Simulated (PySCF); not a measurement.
# C2H7NOSi: the cost of one run

Programs: PySCF 2.14.0, with density-fitted response routines of our own. Each step states its level of theory. These are calculated values for one molecule in the gas phase, unless marked as measured. Atoms are numbered from 0 throughout.

## (1) Starting geometry

12 atoms, charge 0, multiplicity 1; geometry from: GFN2-xTB. The atoms were then displaced at random by about 0.01 Å, so the start is not that level's minimum.

Bonds of the start (Å): N0–C1 1.33, C1–O2 1.22, C1–C3 1.53, C3–Si4 1.89, N0–H5 1.01, N0–H6 1.02, C3–H7 1.08, C3–H8 1.12, Si4–H9 1.44, Si4–H10 1.48, Si4–H11 1.48.

## (2) Optimising the geometry at PBE0-D3(BJ)/def2-SVP

Job settings and geometry (Å):

```
{"job": {"xc": "PBE0", "basis": "def2-SVP", "d3": "d3bj", "grid": 1, "shake": 0.01, "kind": "geom"}, "charge": 0, "multiplicity": 1}
N     -1.820420     0.250670     0.427650
C     -0.981770    -0.626040    -0.118760
O     -1.292460    -1.288530    -1.093500
C      0.397880    -0.672210     0.547830
Si     1.536630     0.560290    -0.313170
H     -1.603970     0.849280     1.212020
H     -2.738690     0.387090     0.004420
H      0.781680    -1.674070     0.430710
H      0.277020    -0.451370     1.634320
H      1.633110     0.270700    -1.716890
H      0.998890     1.916040    -0.084370
H      2.851790     0.449860     0.354870
```

Started as:

```bash
$ OMP_NUM_THREADS=1 python probes_run.py task.json out
```

This one command runs all jobs of the session in turn.

**Question.** How long does this first job take on 1 thread of Arm Neoverse V1, shared host, and how much memory does it need?

About 51 s, with a peak of 0.45 GiB.
